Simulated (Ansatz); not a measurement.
# Ca2Si3Ag: a short molecular-dynamics run

Aim: set Ca2Si3Ag (a randomly packed cell, 12 atoms, not relaxed) in motion for 20 steps of 1 fs at constant energy, with velocities drawn for 900 K, and see how temperature, energy and positions respond.

All numbers below are computed with Ansatz 0.2.0 (DFT PBE, plane waves, PAW, scalar-relativistic, no spin polarisation).

### 1 The starting structure

The cell holds 12 atoms (Ag2Ca4Si6): a = 7.707 Å, b = 5.730 Å, c = 6.950 Å, α = 96.14°, β = 86.24°, γ = 77.71°.

As a file:

```
Ca Si Ag
1.0
     7.47095    1.45039    1.21562
     0.09967    5.72178    0.29535
    -0.43225   -1.09030    6.84991
Ca Si Ag
4 6 2
Cartesian
  3.4282 4.0165 4.1774
  4.9101 0.9682 2.4858
  -0.0276 4.1661 3.6372
  1.6278 1.2934 3.1488
  0.7845 1.7296 0.3440
  0.0688 4.0011 6.6083
  2.5333 4.2749 7.0204
  5.5866 1.6906 7.2816
  5.8788 2.4629 4.8688
  3.1421 3.1211 1.3612
  3.4036 0.9639 5.7586
  5.2537 4.3713 6.7710
```

### 2 Molecular dynamics

Input file input.yaml:

```yaml
crystal:
  lattice:
    - [7.470949, 1.450391, 1.215619]
    - [0.099669, 5.72178, 0.295348]
    - [-0.432247, -1.090298, 6.849912]
  atoms:
    - { symbol: Ca, position: [0.478546, 0.675133, 0.495806] }
    - { symbol: Ca, position: [0.670621, 0.045317, 0.241923] }
    - { symbol: Ca, position: [0.013918, 0.818562, 0.493214] }
    - { symbol: Ca, position: [0.238179, 0.243208, 0.406933] }
    - { symbol: Si, position: [0.102426, 0.280117, 0.019969] }
    - { symbol: Si, position: [0.050869, 0.861411, 0.918565] }
    - { symbol: Si, position: [0.381382, 0.826063, 0.921585] }
    - { symbol: Si, position: [0.796878, 0.26689, 0.9101] }
    - { symbol: Si, position: [0.814431, 0.329184, 0.552052] }
    - { symbol: Si, position: [0.420495, 0.458769, 0.104315] }
    - { symbol: Ag, position: [0.496203, 0.184585, 0.74466] }
    - { symbol: Ag, position: [0.741188, 0.73336, 0.825325] }
kpoints:
  mp_grid: { grid: [2, 3, 2] }
magnetization:
  spin_polarized: false
scf:
  occupations: { method: fermi_dirac, width: 0.05 }
hamiltonian:
  pseudopotentials: { kind: paw }
  xc: pbe
basis:
  ecutwfc: 420
md:
  timestep: 1.0
  n_steps: 20
  ensemble: nve
  temperature: 900.0
  initial_velocities: maxwell_boltzmann
  seed: 949620
```

On the command line:

```sh
> ansatz run input.yaml --threads 2 --pin off --max-ram 2560MiB --backend cpu --events-out ev --progress --plain --runs-dir out
```

Log, cut to the lines that bear on the results:

```text
Warning: md: disabling space-group detection — thermal motion breaks the input geometry's symmetry, so no spatial operation reduces the k-mesh or symmetrises the density; time reversal is kept, so that k and −k are solved as one point where they differ and the mesh holds both, and exact [...]
Warning: RAYON_NUM_THREADS=2 ignored (pool sized by the plan → 2); use --threads N
[...]
Pseudopotentials: kind: paw
Pseudopotential: Ca, paw, valence charge 10, recommended cutoff 420 eV (normal), Ca.paw.azcp
Pseudopotential: Si, paw, valence charge 4, recommended cutoff 420 eV (normal), Si.paw.azcp
Pseudopotential: Ag, paw, valence charge 19, recommended cutoff 420 eV (normal), Ag.paw.azcp
Functional definition: PBE
[...]
Crystal: 12 atoms, lattice volume = 296.919 Å³
Basis set: ecut = 420 eV, 5811 PW (Γ), exchange–correlation on 108×80×96 points (8 copies of the dense FFT grid, shifted against one another)
Bands: 63, of which v1, the nominal top of the filled ones, is band 51 counted from 1 (50 counted from 0)
Symmetry: 1 space group operations
k-points: 8 of 12 (time reversal used)
[...]
SCF iter   1: F=—  HF=-26260.553918 eV  |F-HF|=—  |Δ(HF+E_count)|=         —  Δρ=3.10e-3  dr2=6.98e-2  ethr=1.77e-3  ⟨swp⟩=10.0  Hψ=2378  notcnv=0  defer=2
[...]
md step     0: t =     0.00 fs  T =   900.0 K  F+E_penalty+E_count = -26260.54940254 eV  E_kin = 1.279674 eV  conserved = -26259.26972856 eV  (10 SCF iters)
[...]
md step     4: t =     4.00 fs  T =   863.4 K  F+E_penalty+E_count = -26260.49743224 eV  E_kin = 1.227699 eV  conserved = -26259.26973336 eV  (8 SCF iters)
[...]
md step     5: t =     5.00 fs  T =   853.9 K  F+E_penalty+E_count = -26260.48390279 eV  E_kin = 1.214169 eV  conserved = -26259.26973391 eV  (2 SCF iters)
SCF iter   1: F=—  HF=-26260.470139 eV  |F-HF|=—  |Δ(HF+E_count)|=         —  Δρ=4.58e-6  dr2=8.14e-8  ethr=1.41e-10  ⟨swp⟩=2.6  Hψ=1020  notcnv=0  defer=13
```

### 3 The log goes on

The log, continued, cut to the lines that bear on the results:

```text
[...]
SCF iter   2: F=—  HF=-26260.470139 eV  |F-HF|=—  |Δ(HF+E_count)|=   9.07e-9  Δρ=2.29e-6  dr2=2.45e-8  ethr=7.98e-11  ⟨swp⟩=2.0  Hψ=660  notcnv=0  defer=13
[...]
md step     6: t =     6.00 fs  T =   844.3 K  F+E_penalty+E_count = -26260.47013923 eV  E_kin = 1.200405 eV  conserved = -26259.26973375 eV  (3 SCF iters)
[...]
md step     9: t =     9.00 fs  T =   814.3 K  F+E_penalty+E_count = -26260.42752031 eV  E_kin = 1.157791 eV  conserved = -26259.26972972 eV  (2 SCF iters)
[...]
md step    12: t =    12.00 fs  T =   783.4 K  F+E_penalty+E_count = -26260.38354046 eV  E_kin = 1.113823 eV  conserved = -26259.26971746 eV  (3 SCF iters)
[...]
md step    15: t =    15.00 fs  T =   752.7 K  F+E_penalty+E_count = -26260.33995175 eV  E_kin = 1.070256 eV  conserved = -26259.26969610 eV  (2 SCF iters)
[...]
md step    20: t =    20.00 fs  T =   708.2 K  F+E_penalty+E_count = -26260.27666711 eV  E_kin = 1.007019 eV  conserved = -26259.26964851 eV  (7 SCF iters)
SCF converged after 7 iterations
Free energy (F): -26260.276667 eV
[...]
E sigma→0 (E₀):  -26260.243032 eV
Entropy (-TS):   -0.067270 eV (-5.606 meV/atom)
Fermi energy:    7.428763 eV
[...]
--- Forces (eV/Å), atoms counted from 1 ---
  atom   1  Ca     0.10649307     0.03768700     1.02734963
  atom   2  Ca     0.43191111     0.30596298    -0.86059180
  atom   3  Ca    -1.01319794     0.05161534    -0.29577844
  atom   4  Ca    -0.24559863    -0.45665082     0.28074930
  atom   5  Si     0.05951563    -0.23567056    -0.39759035
  atom   6  Si    -1.13246765     0.15348310     0.27550389
  atom   7  Si     1.19021267     0.20932828     0.66219888
  atom   8  Si     0.19138638     0.05361619    -0.77237309
[...]
--- MD trajectory: 20 steps, t = 0.0 → 20.0 fs ---
  final state: T = 708.2 K   F+E_penalty+E_count = -26260.27666711 eV   E_kin = 1.007019 eV
  conserved energy: peak-to-peak 8.540e-5 eV (7.116e-6 eV/atom) over 20.0 fs
```

Wall time 70 s (2 threads of Arm Neoverse V2, shared host); peak memory 0.65 GiB.

### 4 The trajectory

One step in 2; energies are changes from step 0; msd is the mean square displacement from the start, the centre of mass held:

| time (fs) | T (K) | potential energy change (meV/atom) | total energy change (meV/atom) | msd Si (Å²) | msd Ca (Å²) | msd Ag (Å²) |
| --- | --- | --- | --- | --- | --- | --- |
| 0.0 | 900 | 0.0 | 0.00 | 0.000 | 0.000 | 0.000 |
| 2.0 | 882 | 2.1 | 0.00 | 0.000 | 0.000 | 0.000 |
| 4.0 | 863 | 4.3 | 0.00 | 0.001 | 0.001 | 0.000 |
| 6.0 | 844 | 6.6 | 0.00 | 0.003 | 0.002 | 0.001 |
| 8.0 | 824 | 9.0 | 0.00 | 0.005 | 0.003 | 0.001 |
| 10.0 | 804 | 11.4 | 0.00 | 0.007 | 0.005 | 0.002 |
| 12.0 | 783 | 13.8 | 0.00 | 0.010 | 0.006 | 0.003 |
| 14.0 | 763 | 16.3 | 0.00 | 0.014 | 0.008 | 0.003 |
| 16.0 | 743 | 18.6 | 0.00 | 0.018 | 0.011 | 0.004 |
| 18.0 | 724 | 20.8 | 0.01 | 0.022 | 0.013 | 0.006 |
| 20.0 | 708 | 22.7 | 0.01 | 0.027 | 0.016 | 0.007 |

time (fs), T (K) and a bar:
```
      0.0        900 ##############################
      1.0        891 #############################
      2.0        882 ###########################
      3.0        873 ##########################
      4.0        863 ########################
      5.0        854 #######################
      6.0        844 #####################
      7.0        834 ####################
      8.0        824 ##################
      9.0        814 #################
     10.0        804 ###############
     11.0        794 #############
     12.0        783 ############
     13.0        773 ##########
     14.0        763 #########
     15.0        753 #######
     16.0        743 #####
     17.0        733 ####
     18.0        724 ###
     19.0        716 #
     20.0        708
```

Pair distribution over the second half of the run:

| r (Å) | g Si–Si |
| --- | --- |
| 0.68 | 0.00 |
| 0.84 | 0.00 |
| 1.00 | 0.00 |
| 1.16 | 0.00 |
| 1.32 | 0.00 |
| 1.48 | 0.00 |
| 1.64 | 0.00 |
| 1.80 | 0.00 |
| 1.96 | 0.00 |
| 2.12 | 0.00 |
| 2.28 | 1.43 |
| 2.44 | 3.15 |
| 2.60 | 3.41 |

### 5 Snapshots as a file

Extended XYZ, with forces in eV/Å:

```xyz
12
Lattice="7.471 1.450 1.216 0.100 5.722 0.295 -0.432 -1.090 6.850" Properties=species:S:1:pos:R:3:forces:R:3 pbc="T T T" time_fs=2.0 T=882 dE=0.0256
Ca    3.429    4.006    4.170    0.426   -0.531    0.616
Ca    4.905    0.964    2.500    0.429    0.381   -0.706
Ca   -0.011    4.168    3.636   -0.639   -0.185   -0.139
Ca    1.620    1.299    3.152   -0.641   -0.281    0.074
Si    0.782    1.726    0.359    0.087   -0.239   -0.219
Si    0.084    3.992    6.598   -0.051    0.217    0.757
Si    2.515    4.264    7.033   -0.219   -0.406    0.762
Si    5.597    1.690    7.287    0.613    0.275   -0.757
Si    5.873    2.468    4.864    0.073    0.222    0.607
Si    3.157    3.118    1.370   -0.306    0.683   -0.927
Ag    3.403    0.964    5.753    0.028   -0.051   -0.035
Ag    5.248    4.379    6.766    0.201   -0.084   -0.034
12
Lattice="7.471 1.450 1.216 0.100 5.722 0.295 -0.432 -1.090 6.850" Properties=species:S:1:pos:R:3:forces:R:3 pbc="T T T" time_fs=5.0 T=854 dE=0.0655
Ca    3.431    3.988    4.160    0.393   -0.441    0.732
Ca    4.898    0.958    2.519    0.451    0.358   -0.745
Ca    0.014    4.171    3.633   -0.723   -0.139   -0.177
Ca    1.608    1.306    3.156   -0.591   -0.320    0.111
Si    0.779    1.720    0.380    0.080   -0.249   -0.250
Si    0.106    3.980    6.585   -0.191    0.216    0.724
Si    2.486    4.248    7.054    0.002   -0.338    0.718
Si    5.615    1.689    7.294    0.538    0.240   -0.780
Si    5.864    2.475    4.859    0.149    0.180    0.659
Si    3.179    3.116    1.380   -0.320    0.643   -0.970
Ag    3.403    0.965    5.746    0.023   -0.068    0.005
Ag    5.240    4.391    6.759    0.189   -0.081   -0.027
12
Lattice="7.471 1.450 1.216 0.100 5.722 0.295 -0.432 -1.090 6.850" Properties=species:S:1:pos:R:3:forces:R:3 pbc="T T T" time_fs=8.0 T=824 dE=0.1075
Ca    3.434    3.970    4.152    0.352   -0.347    0.832
Ca    4.891    0.953    2.537    0.464    0.338   -0.779
Ca    0.036    4.174    3.630   -0.800   -0.093   -0.212
Ca    1.594    1.313    3.161   -0.534   -0.356    0.146
Si    0.777    1.713    0.401    0.076   -0.254   -0.280
Si    0.128    3.968    6.574   -0.360    0.208    0.668
Si    2.458    4.230    7.078    0.244   -0.259    0.688
Si    5.635    1.689    7.298    0.461    0.203   -0.793
Si    5.856    2.483    4.856    0.228    0.135    0.697
Si    3.200    3.116    1.388   -0.331    0.585   -0.991
Ag    3.403    0.966    5.738    0.018   -0.082    0.041
Ag    5.232    4.403    6.751    0.181   -0.078   -0.017
12
Lattice="7.471 1.450 1.216 0.100 5.722 0.295 -0.432 -1.090 6.850" Properties=species:S:1:pos:R:3:forces:R:3 pbc="T T T" time_fs=10.0 T=804 dE=0.1365
Ca    3.437    3.958    4.148    0.320   -0.283    0.888
Ca    4.888    0.950    2.548    0.468    0.327   -0.798
Ca    0.050    4.176    3.627   -0.847   -0.064   -0.232
Ca    1.584    1.318    3.164   -0.491   -0.377    0.168
Si    0.775    1.708    0.414    0.074   -0.255   -0.299
Si    0.142    3.961    6.567   -0.486    0.200    0.617
Si    2.439    4.218    7.095    0.414   -0.198    0.676
Si    5.648    1.689    7.300    0.411    0.179   -0.798
Si    5.851    2.489    4.856    0.281    0.103    0.716
Si    3.214    3.117    1.391   -0.335    0.536   -0.992
Ag    3.403    0.966    5.733    0.015   -0.090    0.062
Ag    5.227    4.410    6.746    0.177   -0.077   -0.009
12
Lattice="7.471 1.450 1.216 0.100 5.722 0.295 -0.432 -1.090 6.850" Properties=species:S:1:pos:R:3:forces:R:3 pbc="T T T" time_fs=12.0 T=783 dE=0.1659
Ca    3.440    3.945    4.144    0.284   -0.218    0.935
Ca    4.884    0.947    2.558    0.467    0.318   -0.815
Ca    0.064    4.177    3.625   -0.890   -0.037   -0.249
Ca    1.574    1.322    3.167   -0.446   -0.397    0.191
Si    0.773    1.703    0.427    0.071   -0.254   -0.318
Si    0.155    3.954    6.562   -0.620    0.191    0.558
Si    2.421    4.205    7.112    0.587   -0.132    0.668
Si    5.663    1.690    7.300    0.362    0.154   -0.799
Si    5.847    2.495    4.856    0.335    0.070    0.730
Si    3.227    3.118    1.393   -0.336    0.477   -0.981
Ag    3.403    0.967    5.728    0.011   -0.096    0.082
Ag    5.222    4.418    6.741    0.175   -0.076   -0.001
12
Lattice="7.471 1.450 1.216 0.100 5.722 0.295 -0.432 -1.090 6.850" Properties=species:S:1:pos:R:3:forces:R:3 pbc="T T T" time_fs=15.0 T=753 dE=0.2095
Ca    3.444    3.925    4.140    0.223   -0.121    0.988
Ca    4.881    0.944    2.572    0.459    0.309   -0.836
Ca    0.082    4.180    3.621   -0.946    0.001   -0.271
Ca    1.558    1.327    3.173   -0.374   -0.423    0.224
Si    0.771    1.695    0.446    0.067   -0.251   -0.347
Si    0.173    3.944    6.555   -0.826    0.176    0.456
Si    2.395    4.186    7.141    0.840   -0.019    0.665
Si    5.685    1.691    7.299    0.292    0.117   -0.796
Si    5.841    2.503    4.858    0.413    0.019    0.740
Si    3.245    3.122    1.393   -0.331    0.370   -0.942
Ag    3.402    0.967    5.721    0.007   -0.104    0.106
Ag    5.215    4.430    6.734    0.175   -0.075    0.012
12
Lattice="7.471 1.450 1.216 0.100 5.722 0.295 -0.432 -1.090 6.850" Properties=species:S:1:pos:R:3:forces:R:3 pbc="T T T" time_fs=18.0 T=724 dE=0.2497
Ca    3.449    3.905    4.139    0.155   -0.025    1.019
Ca    4.878    0.941    2.584    0.445    0.306   -0.852
Ca    0.099    4.182    3.616   -0.990    0.033   -0.287
Ca    1.541    1.331    3.179   -0.298   -0.445    0.258
Si    0.769    1.685    0.463    0.063   -0.243   -0.378
Si    0.189    3.934    6.550   -1.021    0.162    0.347
Si    2.373    4.167    7.171    1.067    0.112    0.665
Si    5.708    1.693    7.295    0.229    0.080   -0.784
Si    5.836    2.512    4.863    0.489   -0.034    0.738
Si    3.263    3.126    1.390   -0.318    0.239   -0.875
Ag    3.402    0.968    5.713    0.002   -0.109    0.124
Ag    5.207    4.441    6.727    0.178   -0.076    0.025
12
Lattice="7.471 1.450 1.216 0.100 5.722 0.295 -0.432 -1.090 6.850" Properties=species:S:1:pos:R:3:forces:R:3 pbc="T T T" time_fs=20.0 T=708 dE=0.2727
Ca    3.453    3.892    4.139    0.106    0.038    1.027
Ca    4.876    0.940    2.591    0.432    0.306   -0.861
Ca    0.108    4.184    3.612   -1.013    0.052   -0.296
Ca    1.529    1.333    3.183   -0.246   -0.457    0.281
Si    0.768    1.679    0.474    0.060   -0.236   -0.398
Si    0.198    3.928    6.547   -1.132    0.153    0.276
Si    2.359    4.154    7.193    1.190    0.209    0.662
Si    5.724    1.694    7.291    0.191    0.054   -0.772
Si    5.833    2.518    4.867    0.537   -0.068    0.729
Si    3.274    3.130    1.387   -0.305    0.138   -0.816
Ag    3.402    0.968    5.708   -0.002   -0.112    0.134
Ag    5.203    4.449    6.722    0.181   -0.076    0.035
```

### 6 Outcome

```
                             quantity                            value
                               length                 20 steps of 1 fs
     temperature, first and last step                    900 and 708 K
             temperature, second half    mean 754 K, from 708 to 804 K
        potential energy, second half      +17 meV/atom from the start
   largest change of the total energy                    0.01 meV/atom
mean square displacement, second half  Si 0.016, Ca 0.010, Ag 0.004 Å²
```

In words: The temperature starts at 900 K and averages 754 K in the second half, where it still falls, from 804 to 708 K. The total energy strays from its start by at most 0.01 meV/atom, under 0.1 % of the mean kinetic energy, which is good for a step of 1 fs. Over the second half Si atoms stand 0.1 Å (root mean square) from where they began, and the farthest move is 0.3 Å. A run of 20 fs with 12 atoms shows the motion but fixes no equilibrium value. The k-mesh is coarse for this cell.
